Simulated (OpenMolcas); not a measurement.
# SVWN5/aug-pcseg-1 run of SiSe (SMILES [Si][Se])

Wanted: a structure relaxation of SiSe. 

Program for the calculation: OpenMolcas 26.06.

1 further run of the same task is left out (set aside as unsound or not needed).

## Step 1: The system as given

SiSe: 2 atoms, total charge 0, spin state singlet. SMILES: `[Si][Se]`. The shape is that of a PBE0-D4/def2-TZVP optimisation. The run starts from this shape.

Bond lengths: Si1–Se2 2.062 Å.

## Step 2: A structure relaxation at SVWN5/aug-pcseg-1

struct.xyz

```xyz
2

Si     0.000000     0.000000     0.031440
Se     0.000000     0.000000     2.093090
```

job.inp

```
&GATEWAY
 BasLib
 $CurrDir
 Coord
 struct.xyz
 Basis
 aug-pcseg-1
 Group
 NoSym
>>> EXPORT MOLCAS_MAXITER=40
>>> Do While

&SEWARD

&SCF
 KSDFT
 SVWN5
 PrOrbitals
 0

&SLAPAF
>>> EndDo
```

The basis set aug-pcseg-1 is read from a file made from the Basis Set Exchange's data (not shown).

Command:

```
$ export MOLCAS_MEM=1860
$ pymolcas job.inp > job.log
```

The log of the run:

```text
--- Start Module: gateway ---
[...]
--- Stop Module: gateway /rc=_RC_ALL_IS_WELL_ ---
[...]
      Basis functions           63
[...]
       Convergence after  13 Iterations
[...]
::    Total KS-DFT energy                           -2686.2442941493
[...]
 *              Molecular gradients               *
 **************************************************
  Irreducible representation: a
 ------------------------------------------------------------------------------------------
                              X                       Y                       Z
 ------------------------------------------------------------------------------------------
  SI1               1.40316083220054E-15   -1.92036602312259E-15    9.18667544726759E-03
  SE2              -1.39839034264161E-15    1.92199232638132E-15   -9.18667544726759E-03
 ------------------------------------------------------------------------------------------
[...]
--- Start Module: slapaf ---
[...]
 Geometry is converged in   4 iterations to a Minimum Structure
*****************************************************************************************************************
*****************************************************************************************************************
++ Geometry section
********************************************************************************
  Geometrical information of the final structure
********************************************************************************
  NOTE: on convergence the final predicted structure will be printed here.
  This is not identical to the structure printed in the head of the output.
 *********************************************************
[...]
--- Stop Module: slapaf /rc=_RC_INVOKED_OTHER_MODULE_ ---
--- Start Module: last_energy ---
[...]
       Convergence after   2 Iterations
[...]
::    Total KS-DFT energy                           -2686.2444523942
[...]
      Total spin, S                                     0.0000000000
[...]
      Total electronic charge=   48.000000
      Total            charge=   -0.000000
[...]
      Dipole Moment (debye):
      Origin of the operator (angstrom)=    0.0000    0.0000    1.5629
                   X= -5.8568E-15               Y=  3.3239E-15               Z= -1.2686E+00           Total=  1.2686E+00
      Quadrupole Moment (debye*angstrom):
[...]
--- Stop Module: last_energy /rc=_RC_ALL_IS_WELL_ ---
[...]
```

It took 15 s on 1 thread of Intel Xeon 6975P-C (Granite Rapids), shared host; peak memory 0.41 GiB.

Steps, from the record of the run:

| step | energy from the first frame kept (eV) | largest force (eV/Å) |
| --- | --- | --- |
| 0 | 0.0000 | 0.4724 |
| 1 | -0.0021 | 0.3350 |
| 2 | -0.0043 | 0.0122 |
| 3 | -0.0043 | 0.0000 |

After the run. Bond lengths: Si1–Se2 2.080 Å.

## Step 3: Results

Level: SVWN5/aug-pcseg-1.

| quantity | value |
| --- | --- |
| total energy at the end | -2686.24445 Eh |
| dipole moment | 1.27 D |
| HOMO energy | -6.94 eV |
| LUMO energy | -3.42 eV |
| HOMO–LUMO gap | 3.51 eV |
| bond length | 2.080 Å |

In words: At the final geometry: Bond lengths: Si1–Se2 2.080 Å. The optimisation took 3 steps and changed the energy by -0.004 eV.
